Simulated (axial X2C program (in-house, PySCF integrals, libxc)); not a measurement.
# PdNa⁺: EOM-EE-CCSD levels

Wanted for PdNa⁺: EOM-EE-CCSD levels, at the two-component level.

The runs use an in-house X2C program for linear molecules on PySCF integrals; two-component X2C with atomic mean-field terms, Pd dyall-acv3z, Na dyall-acv3z.

All values are calculated.

## 1. Set-up

task.json

```json
{
 "zs": [
  46,
  11
 ],
 "q": 1,
 "bas": [
  "dyall-acv3z",
  "dyall-acv3z"
 ],
 "r0": 2.75,
 "eom": "ee",
 "thr": -2.0,
 "nmax": 88
}
```

Keys: zs atomic numbers; q charge; bas basis sets; r0 starting distance in Å; eom kind of EOM run; thr threshold in hartree for freezing inner shells (an s shell follows its p shell); nmax most natural virtual spinors.

Command:

```
$ python soeom.py task.json out
```

After this run come: EOM-EE-CCSD at 2.877 Å.

**Question.** What will these runs give? Wanted: next root led by one particle; T1 of the reference.

**Answer**, as computed:

```
                     quantity                         value
       lowest root at 2.877 Å               Ω = 3, 1.016 eV
next root led by one particle  Ω = 2, about 510 cm⁻¹ higher
          T1 of the reference                         0.020
```

What this shows: The lowest root lies 1.02 eV above the closed-shell reference. Errors of 0.1 to 0.3 eV are usual at this size, and roots led by higher excitations are left out, so the list is incomplete, and low states of that kind can be missing.
